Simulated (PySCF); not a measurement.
**C3H13PSi3: NMR shifts, electronic excitations and K edges in gas and solvents**

Aim: compute the NMR shifts, electronic excitations and K edges of C3H13PSi3 (`[SiH3]C[Si@@H]1CC[SiH2]P1`), and see what a dielectric continuum does where one was used.

Programs: PySCF 2.14.0, with density-fitted response routines of our own. Each step states its level of theory. These are calculated values for one molecule, in the gas phase or a continuum, unless marked as measured. Atoms are numbered from 0 throughout.

**1. Starting geometry**

20 atoms, charge 0, multiplicity 1; geometry from: GFN2-xTB. The atoms were then displaced at random by about 0.01 Å, so the start is not that level's minimum.

Bonds of the start (Å): Si0–C1 1.89, C1–Si2 1.91, Si2–C3 1.89, C3–C4 1.56, C4–Si5 1.93, Si5–P6 2.25, P6–Si2 2.25, Si0–H7 1.48, Si0–H8 1.50, Si0–H9 1.45, C1–H10 1.10, C1–H11 1.08, Si2–H12 1.47, C3–H13 1.09, C3–H14 1.06, C4–H15 1.09, C4–H16 1.08, Si5–H17 1.46, Si5–H18 1.46, P6–H19 1.40.

**2. Optimising the geometry at PBE0-D3(BJ)/def2-SVP**

Job settings and geometry (Å):

```
{"job": {"xc": "PBE0", "basis": "def2-SVP", "d3": "d3bj", "grid": 1, "shake": 0.01, "kind": "geom"}, "charge": 0, "multiplicity": 1}
Si     2.660300     0.890450    -0.203680
C      2.056020    -0.689760     0.637110
Si     0.159270    -0.918300     0.742370
C     -0.593010    -0.913270    -0.992910
C     -2.057410    -0.387150    -0.946370
Si    -2.130180     1.232920     0.096680
P     -0.742070     0.832310     1.821130
H      2.431880     0.815050    -1.659680
H      1.908770     2.075230     0.338150
H      4.075310     1.080980     0.032670
H      2.452030    -0.709480     1.660940
H      2.494770    -1.543470     0.131330
H     -0.177920    -2.165240     1.439690
H     -0.630740    -1.912840    -1.418120
H     -0.036410    -0.290620    -1.648560
H     -2.701210    -1.115340    -0.463610
H     -2.437070    -0.209720    -1.946320
H     -1.599760     2.369300    -0.653280
H     -3.497060     1.503180     0.540040
H     -1.686490     0.071140     2.522510
```

Launch:

```sh
> OMP_NUM_THREADS=1 python probes_run.py task.json out
```

This one command runs all jobs of the session in turn.

Output:

```text
step   0  E = -1330.91683567  max force = 0.035535
step   1  E = -1330.92361833  max force = 0.005721
step   2  E = -1330.92397668  max force = 0.002110
step   3  E = -1330.92405387  max force = 0.000711
step   4  E = -1330.92408516  max force = 0.000921
step   5  E = -1330.92412599  max force = 0.001234
step   6  E = -1330.92415316  max force = 0.000796
step   7  E = -1330.92417606  max force = 0.000469
step   8  E = -1330.92418960  max force = 0.000474
step   9  E = -1330.92420251  max force = 0.000491
step  10  E = -1330.92421758  max force = 0.000353
step  11  E = -1330.92423901  max force = 0.000485
step  12  E = -1330.92426560  max force = 0.000603
step  13  E = -1330.92428873  max force = 0.000680
step  14  E = -1330.92430031  max force = 0.000403
optimisation converged
```

Wall time 3.7 min (1 thread of Intel Xeon Platinum 8488C, shared host); peak memory 0.82 GiB.

Along the way:

```csv
step,energy from step 0 (eV),largest force component (eV/Å)
0,0.0000,1.8273
1,-0.1846,0.2942
2,-0.1943,0.1085
3,-0.1964,0.0366
4,-0.1973,0.0474
5,-0.1984,0.0635
6,-0.1991,0.0409
7,-0.1997,0.0241
8,-0.2001,0.0244
9,-0.2005,0.0252
10,-0.2009,0.0182
11,-0.2015,0.0249
12,-0.2022,0.0310
13,-0.2028,0.0350
14,-0.2031,0.0207
```

Distances of close pairs at the start and the end, largest changes first:

```csv
bond,before (Å),after (Å),change (Å)
Si0–H9,1.447,1.495,+0.048
C3–H14,1.062,1.104,+0.043
Si2–P6,2.245,2.285,+0.040
Si5–H17,1.461,1.497,+0.036
Si5–H18,1.462,1.495,+0.033
C4–Si5,1.928,1.896,-0.033
C1–Si2,1.913,1.882,-0.031
P6–H19,1.401,1.432,+0.031
```

The next job starts from the end point, and lists it.

```csv
at the end point,value
point group (found at 0.08 Å tolerance),C1
"rotational constants (GHz, main isotopes)","1.642, 0.818, 0.772"
dipole moment (D),2.11
```

**3. NMR shieldings: PBE0/pcSseg-1 in tetrahydrofuran**

Job settings and geometry (Å):

```
{"job": {"kind": "nmr", "xc": "PBE0", "basis": "pcSseg-1", "solvent": "tetrahydrofuran", "pop": true}, "charge": 0, "multiplicity": 1}
Si     2.609088     1.029425    -0.075457
C      2.093360    -0.606335     0.701735
Si     0.235901    -0.910163     0.727864
C     -0.479918    -0.996641    -1.037776
C     -1.898256    -0.417031    -1.106343
Si    -1.916152     1.238459    -0.183268
P     -0.815891     0.836718     1.759887
H      2.324288     1.019023    -1.544488
H      1.847150     2.160669     0.537057
H      4.071711     1.276393     0.113530
H      2.461919    -0.629009     1.741662
H      2.590461    -1.433423     0.164927
H     -0.070858    -2.160990     1.492154
H     -0.441523    -2.037256    -1.403283
H      0.195782    -0.417248    -1.691659
H     -2.618716    -1.083822    -0.600421
H     -2.250445    -0.304800    -2.146018
H     -1.132063     2.258824    -0.948288
H     -3.291630     1.768147     0.066534
H     -1.872472     0.000697     2.244860
```

With the program's defaults for keys left out, this is: GIAO PBE0/pcSseg-1 NMR shielding, non-relativistic, IEF-PCM tetrahydrofuran.

Output:

```text
coarse grid: 17816 points
cycle   1  E = -1331.2136449980  dE =  2.348e-01  |g| = 4.472e-01  |ddm| = 4.008e+00
cycle   2  E = -1331.1950613181  dE =  1.858e-02  |g| = 5.133e-01  |ddm| = 8.532e-01
cycle   3  E = -1331.2642986594  dE = -6.924e-02  |g| = 4.418e-02  |ddm| = 5.016e-01
cycle   4  E = -1331.2647760495  dE = -4.774e-04  |g| = 1.857e-02  |ddm| = 8.403e-02
cycle   5  E = -1331.2648685277  dE = -9.248e-05  |g| = 3.262e-03  |ddm| = 2.971e-02
cycle   6  E = -1331.2648707996  dE = -2.272e-06  |g| = 1.360e-03  |ddm| = 5.393e-03
final grid: 151168 points
cycle   7  E = -1331.3051627128  dE = -2.312e-05  |g| = 7.225e-03  |ddm| = 2.952e-02
cycle   8  E = -1331.3051534001  dE =  9.313e-06  |g| = 9.278e-03  |ddm| = 1.613e-02
cycle   9  E = -1331.3051765036  dE = -2.310e-05  |g| = 3.356e-04  |ddm| = 9.146e-03
cycle  10  E = -1331.3051765226  dE = -1.900e-08  |g| = 1.089e-04  |ddm| = 5.406e-04
cycle  11  E = -1331.3051765258  dE = -3.230e-09  |g| = 3.460e-05  |ddm| = 1.938e-04
cycle  12  E = -1331.3051765261  dE = -2.792e-10  |g| = 1.026e-05  |ddm| = 5.088e-05
converged SCF energy = -1331.3051765261

GIAO shielding tensors (ppm)
atom      isotropic    diamagn.    paramagn.     s11        s22        s33       span
  0 Si     424.327     879.345    -455.018    398.568    409.805    464.610     66.042
  1 C      194.576     258.031     -63.455    181.189    199.395    203.142     21.953
  2 Si     340.004     881.866    -541.861    255.269    371.605    393.140    137.872
  3 C      174.429     256.100     -81.671    161.310    172.370    189.608     28.299
  4 C      170.639     252.415     -81.776    154.766    171.997    185.154     30.388
  5 Si     372.589     880.025    -507.436    283.105    393.638    441.023    157.919
  6 P      643.115     969.701    -326.586    586.397    629.737    713.209    126.812
  7 H       27.495      29.550      -2.055     23.502     27.010     31.974      8.472
  8 H       27.439      29.352      -1.913     22.842     28.872     30.604      7.763
  9 H       27.307      27.859      -0.552     23.508     24.567     33.846     10.339
 10 H       31.075      29.953       1.123     25.720     27.980     39.526     13.806
 11 H       31.004      30.408       0.595     25.609     27.952     39.450     13.841
 12 H       26.351      30.877      -4.527     22.816     23.977     32.259      9.443
 13 H       29.847      31.515      -1.668     23.844     27.856     37.842     13.998
 14 H       30.578      34.010      -3.431     25.310     29.260     37.165     11.855
 15 H       30.733      30.601       0.132     26.293     27.558     38.347     12.054
 16 H       29.775      29.154       0.621     23.956     26.921     38.448     14.492
 17 H       27.246      29.494      -2.247     24.056     24.671     33.012      8.956
 18 H       26.586      28.605      -2.018     22.299     24.128     33.332     11.033
 19 H       30.512      30.744      -0.232     25.135     25.554     40.847     15.712
```

It took 40 s on 1 thread of Intel Xeon Platinum 8488C, shared host; peak memory 1.2 GiB.

Shifts follow as δ = σ(reference) − σ, with reference shieldings (ppm) from runs at the same level and on the same kind of geometry: ¹H TMS 31.24, ¹³C TMS 185.3, ²⁹Si TMS 351.8, ³¹P PH3 586.3. The references are single molecules in the same continuum, so shifts against H2O, NH3, PH3, H3PO4 or CFCl3 are not on the usual liquid scales and can be off by tens of ppm. Atoms listed in one row are averaged.

```csv
atoms,environment,σ (ppm),δ (ppm)
C4,sp3 CH2 bonded to Si,170.6,14.6
C3,sp3 CH2 bonded to Si,174.4,10.9
C1,sp3 CH2 bonded to 2 Si,194.6,-9.3
H12,"hydrogen on a silicon bonded to 2 C, P, in a 5-membered ring",26.35,4.89
H18,"hydrogen on a silicon bonded to C, P, in a 5-membered ring",26.59,4.66
H17,"hydrogen on a silicon bonded to C, P, in a 5-membered ring",27.25,4.00
"H7, H8, H9",hydrogen on a silicon bonded to C,27.41,3.83
H16,hydrogen on an sp3 CH2 bonded to Si,29.78,1.47
H13,hydrogen on an sp3 CH2 bonded to Si,29.85,1.40
H19,"hydrogen on a phosphorus bonded to 2 Si, in a 5-membered ring",30.51,0.73
H14,hydrogen on an sp3 CH2 bonded to Si,30.58,0.67
H15,hydrogen on an sp3 CH2 bonded to Si,30.73,0.51
H11,hydrogen on an sp3 CH2 bonded to 2 Si,31.00,0.24
H10,hydrogen on an sp3 CH2 bonded to 2 Si,31.08,0.17
Si2,"silicon bonded to 2 C, P, H, in a 5-membered ring",340.0,11.8
Si5,"silicon bonded to C, P, 2 H, in a 5-membered ring",372.6,-20.8
Si0,"silicon bonded to C, 3 H",424.3,-72.5
P6,"phosphorus bonded to 2 Si, H, in a 5-membered ring",643.1,-56.8
```

The run also stored atomic charges by several schemes (e):

```csv
atoms,Mulliken,IAO,Hirshfeld,ESP fit
Si0,0.48,0.59,0.30,0.48
C1,-0.83,-0.83,-0.25,-0.67
Si2,0.57,0.74,0.31,0.62
C3,-0.53,-0.53,-0.16,-0.17
C4,-0.52,-0.53,-0.16,-0.38
Si5,0.46,0.57,0.28,0.45
P6,-0.42,-0.29,-0.12,-0.51
```

Mayer bond orders: Si0–C1 0.92, C1–Si2 0.93, Si2–C3 0.90, C3–C4 1.03, C4–Si5 0.91, Si5–P6 0.93, P6–Si2 0.98.

Ring of atoms Si2, C3, C4, Si5, P6: NICS(0) -5.3, NICS(1) -4.4, NICS(1)zz -2.6 ppm (means of both faces).

**4. Ultraviolet spectrum: PBE0/def2-SVPD**

Settings changed since step 3:

```diff
@@ -1,2 +1,2 @@
-{"job": {"kind": "nmr", "xc": "PBE0", "basis": "pcSseg-1", "solvent": "tetrahydrofuran", "pop": true}, "charge": 0, "multiplicity": 1}
+{"job": {"kind": "uv", "xc": "PBE0", "basis": "def2-SVPD", "dynamic": true, "nstates": 6, "ntriplets": 0}, "charge": 0, "multiplicity": 1}
 Si     2.609088     1.029425    -0.075457
```

Method: TDDFT PBE0/def2-SVPD, vertical, gas phase, core orbitals frozen in the response.

Output:

```text
coarse grid: 17816 points
cycle   1  E = -1330.7049237529  dE =  1.948e-01  |g| = 4.277e-01  |ddm| = 5.313e+00
cycle   2  E = -1330.6855676190  dE =  1.936e-02  |g| = 4.980e-01  |ddm| = 1.254e+00
cycle   3  E = -1330.7535937054  dE = -6.803e-02  |g| = 4.988e-02  |ddm| = 6.639e-01
cycle   4  E = -1330.7542531798  dE = -6.595e-04  |g| = 2.374e-02  |ddm| = 1.557e-01
cycle   5  E = -1330.7544542809  dE = -2.011e-04  |g| = 3.957e-03  |ddm| = 6.283e-02
cycle   6  E = -1330.7544591508  dE = -4.870e-06  |g| = 1.468e-03  |ddm| = 1.016e-02
final grid: 151168 points
cycle   7  E = -1330.9160448288  dE = -2.537e-05  |g| = 7.177e-03  |ddm| = 9.512e-02
cycle   8  E = -1330.9160332229  dE =  1.161e-05  |g| = 9.569e-03  |ddm| = 2.281e-02
cycle   9  E = -1330.9160593144  dE = -2.609e-05  |g| = 4.351e-04  |ddm| = 1.340e-02
cycle  10  E = -1330.9160593770  dE = -6.263e-08  |g| = 1.645e-04  |ddm| = 1.383e-03
cycle  11  E = -1330.9160593857  dE = -8.696e-09  |g| = 4.441e-05  |ddm| = 4.095e-04
cycle  12  E = -1330.9160593863  dE = -5.491e-10  |g| = 1.371e-05  |ddm| = 9.080e-05
converged SCF energy = -1330.9160593863

Static polarisability (au): isotropic 141.400, principal 132.247 135.257 156.696

Singlet excitations
state   eV       nm        f      main configurations
  1   5.6515    219.4   0.00222   H->L 0.97
  2   6.2917    197.1   0.01078   H->L+1 0.79, H-1->L 0.12
  3   6.5139    190.3   0.02779   H->L+2 0.64, H-1->L 0.24
  4   6.6860    185.4   0.06078   H-1->L 0.48, H->L+2 0.27, H->L+1 0.12
  5   6.8366    181.4   0.01971   H->L+3 0.75
  6   6.8553    180.9   0.01170   H-2->L 0.91
```

Wall time 56 s (1 thread of Intel Xeon Platinum 8488C, shared host); peak memory 1.1 GiB.

The orbitals next to the gap, with their largest atomic shares:

```csv
orbital,eV,atoms
HOMO−3,-8.63,"C1 27 %, Si2 19 %, Si0 13 %"
HOMO−2,-8.26,"C3 25 %, C4 19 %, Si2 14 %"
HOMO−1,-8.03,"P6 41 %, Si5 18 %, Si2 15 %"
HOMO,-7.19,"P6 62 %, Si2 9 %, Si5 8 %"
LUMO,-0.25,"P6 17 %, Si2 16 %, Si5 13 %"
LUMO+1,0.18,"P6 17 %, Si5 15 %, Si2 14 %"
LUMO+2,0.52,"Si5 18 %, P6 15 %, Si0 14 %"
```

With each of the 6 states as a Gaussian band of 0.4 eV half-width at 1/e, the curve within the window shown has maxima at 186 nm (ε 4,700) L/(mol cm). Beyond the last state computed it falls off for lack of states. The curve at chosen wavelengths:

```csv
nm,ε (L/mol/cm)
173,1404
176,2394
179,3448
182,4276
185,4645
187,4598
190,4150
193,3416
196,2598
199,1849
202,1246
205,809
208,516
210,384
213,256
216,182
219,139
222,111
225,90
228,72
231,55
233,46
236,33
239,23
242,15
245,10
```

Further results of this job:

```csv
property,computed
dipole moment (D),1.97
polarisability (Å³),20.95
HOMO–LUMO gap (eV),6.94
−ε(HOMO) (eV),7.19
C6 with itself (au),6903
```

**5. Ultraviolet spectrum: PBE0/def2-SVPD in tetrahydrofuran**

Settings changed since step 4:

```diff
@@ -1,2 +1,2 @@
-{"job": {"kind": "uv", "xc": "PBE0", "basis": "def2-SVPD", "dynamic": true, "nstates": 6, "ntriplets": 0}, "charge": 0, "multiplicity": 1}
+{"job": {"kind": "uv", "xc": "PBE0", "basis": "def2-SVPD", "solvent": "tetrahydrofuran", "nstates": 6, "ntriplets": 0}, "charge": 0, "multiplicity": 1}
 Si     2.609088     1.029425    -0.075457
```

Level: TDDFT PBE0/def2-SVPD, vertical, IEF-PCM tetrahydrofuran (non-equilibrium linear response), core orbitals frozen in the response.

Output:

```text
coarse grid: 17816 points
cycle   1  E = -1330.7090280763  dE =  1.914e-01  |g| = 4.236e-01  |ddm| = 5.317e+00
cycle   2  E = -1330.6912164706  dE =  1.781e-02  |g| = 4.884e-01  |ddm| = 1.286e+00
cycle   3  E = -1330.7568036549  dE = -6.559e-02  |g| = 4.294e-02  |ddm| = 6.528e-01
cycle   4  E = -1330.7572824160  dE = -4.788e-04  |g| = 1.894e-02  |ddm| = 1.297e-01
cycle   5  E = -1330.7574003181  dE = -1.179e-04  |g| = 3.122e-03  |ddm| = 5.221e-02
cycle   6  E = -1330.7574030566  dE = -2.739e-06  |g| = 1.365e-03  |ddm| = 7.927e-03
final grid: 151168 points
cycle   7  E = -1330.9189752828  dE = -2.567e-05  |g| = 7.138e-03  |ddm| = 9.480e-02
cycle   8  E = -1330.9189657789  dE =  9.504e-06  |g| = 9.237e-03  |ddm| = 2.296e-02
cycle   9  E = -1330.9189897036  dE = -2.392e-05  |g| = 3.175e-04  |ddm| = 1.278e-02
cycle  10  E = -1330.9189897325  dE = -2.894e-08  |g| = 1.330e-04  |ddm| = 1.078e-03
cycle  11  E = -1330.9189897386  dE = -6.088e-09  |g| = 2.882e-05  |ddm| = 3.886e-04
cycle  12  E = -1330.9189897389  dE = -2.290e-10  |g| = 1.074e-05  |ddm| = 6.433e-05
converged SCF energy = -1330.9189897389

Static polarisability (au): isotropic 193.057, principal 182.618 190.260 206.293

Singlet excitations
state   eV       nm        f      main configurations
  1   5.7429    215.9   0.00428   H->L 0.97
  2   6.3570    195.0   0.01480   H->L+1 0.76, H-1->L 0.18
  3   6.5474    189.4   0.06077   H->L+2 0.73, H-1->L 0.17
  4   6.7143    184.7   0.11678   H-1->L 0.53, H->L+2 0.19, H->L+1 0.16
  5   6.7850    182.7   0.00185   H-2->L 0.95
  6   6.9514    178.4   0.04341   H->L+3 0.72, H-1->L+1 0.09
```

It took 51 s on 1 thread of Intel Xeon Platinum 8488C, shared host; peak memory 1.1 GiB.

In short: HOMO -7.19 eV, LUMO -0.14 eV; lowest singlet 5.74 eV.

**6. K-edge absorption: BHandHLYP/def2-SVPD+aug-pcX-1+pcseg-1**

Settings changed since step 5:

```diff
@@ -1,2 +1,2 @@
-{"job": {"kind": "uv", "xc": "PBE0", "basis": "def2-SVPD", "solvent": "tetrahydrofuran", "nstates": 6, "ntriplets": 0}, "charge": 0, "multiplicity": 1}
+{"job": {"kind": "xas", "xc": "BHandHLYP", "basis": {"default": "aug-pcX-1", "H": "pcseg-1", "Si": "def2-SVPD", "P": "def2-SVPD"}}, "charge": 0, "multiplicity": 1}
 Si     2.609088     1.029425    -0.075457
```

With the program's defaults for keys left out, this is: core-valence-separated TDA BHandHLYP/aug-pcX-1 H:pcseg-1 Si:def2-SVPD P:def2-SVPD, K edges, non-relativistic, gas phase.

Output:

```text
coarse grid: 17816 points
cycle   1  E = -1331.3702761768  dE =  3.003e-01  |g| = 3.641e-01  |ddm| = 4.705e+00
cycle   2  E = -1331.3945592693  dE = -2.428e-02  |g| = 2.527e-01  |ddm| = 7.676e-01
cycle   3  E = -1331.4108982743  dE = -1.634e-02  |g| = 5.198e-02  |ddm| = 3.737e-01
cycle   4  E = -1331.4116267788  dE = -7.285e-04  |g| = 1.524e-02  |ddm| = 9.415e-02
cycle   5  E = -1331.4117103065  dE = -8.353e-05  |g| = 2.812e-03  |ddm| = 3.763e-02
cycle   6  E = -1331.4117131240  dE = -2.817e-06  |g| = 7.378e-04  |ddm| = 6.705e-03
final grid: 151168 points
cycle   7  E = -1331.5278230843  dE = -4.042e-05  |g| = 2.490e-03  |ddm| = 3.771e-02
cycle   8  E = -1331.5278233684  dE = -2.841e-07  |g| = 2.139e-03  |ddm| = 6.457e-03
cycle   9  E = -1331.5278245369  dE = -1.169e-06  |g| = 2.123e-04  |ddm| = 2.743e-03
cycle  10  E = -1331.5278245504  dE = -1.351e-08  |g| = 7.336e-05  |ddm| = 5.382e-04
cycle  11  E = -1331.5278245524  dE = -1.940e-09  |g| = 1.530e-05  |ddm| = 1.760e-04
cycle  12  E = -1331.5278245525  dE = -1.128e-10  |g| = 6.462e-06  |ddm| = 4.666e-05
converged SCF energy = -1331.5278245525

C K edge
   eV          f      from atoms
  284.995   0.00349   C1
  285.291   0.00943   C3
  285.336   0.00787   C4
  285.583   0.02816   C1
  285.695   0.00860   C1
  285.801   0.01316   C3
  285.818   0.02296   C4
  285.880   0.02159   C1
  286.027   0.03211   C4
  286.061   0.00975   C3
  286.145   0.01013   C1
  286.275   0.00502   C4
  286.359   0.01813   C3
  286.399   0.02010   C1
  286.425   0.02396   C3
  286.522   0.00728   C4
```

It took 30 s on 1 thread of Intel Xeon Platinum 8488C, shared host; peak memory 1.1 GiB.

**7. Comparing the runs: electronic excitations**

Excitations and ground-state properties, with basis size and wall time:

```csv
run,lowest singlet (eV),brightest (eV),f,gap (eV),α (Å³),μ (D),functions,time
PBE0/def2-SVPD,5.65,6.69,0.061,6.94,20.95,1.97,260,56 s
PBE0/def2-SVPD in tetrahydrofuran,5.74,6.71,0.117,7.06,28.61,2.82,260,51 s
```

**8. Summary of results**

| quantity | value |
| --- | --- |
| point group | C1 |
| rotational constants (main isotopes) | 1.64, 0.82, 0.77 GHz |
| ¹³C shifts against TMS (PBE0/pcSseg-1, tetrahydrofuran) | 14.6, 10.9, -9.3 ppm |
| ¹H shifts against TMS (PBE0/pcSseg-1, tetrahydrofuran, means over atoms taken as alike) | 4.89, 4.66, 4.00, 3.83, 1.47, 1.40, 0.73, 0.67, 0.51, 0.24, 0.17 ppm |
| ²⁹Si shifts against TMS (PBE0/pcSseg-1, tetrahydrofuran) | 11.8, -20.8, -72.5 ppm |
| ³¹P shifts against PH3 (PBE0/pcSseg-1, tetrahydrofuran) | -56.8 ppm |
| lowest singlet (PBE0/def2-SVPD) | 5.65 eV (219 nm), f = 0.002 |
| brightest single state of those computed | state 4, 6.69 eV, f = 0.061 |
| C K edge | first line 285.00 eV, strongest 286.03 eV (f = 0.032) |
| range of the lowest singlet | 5.65 to 5.74 eV |

Relaxing lowered the energy by 0.203 eV in 14 steps; the close pair that moved most is Si0–H9, from 1.447 to 1.495 Å. No frequency check was run at this level, so the end point may be a saddle. At PBE0/pcSseg-1: The largest span, 158 ppm, is at Si5, where the paramagnetic term is -507 ppm. The first singlet state (HOMO→LUMO 0.97) lies at 5.65 eV and is weak; of the 6 states computed, the strongest absorption comes from state 4 at 6.69 eV. At the C edge the strongest single line lifts a 1s electron of C4 into several orbitals, led by LUMO+3 (weight 0.27), 1.0 eV above the first line. Absolute edge energies from this method are off by several eV; spacings are better. The lowest singlet runs from 5.65 eV (PBE0/def2-SVPD) to 5.74 eV (PBE0/def2-SVPD in tetrahydrofuran), while the orbital gap spans 6.94 to 7.06 eV. The lowest state need not be the same one in every run.
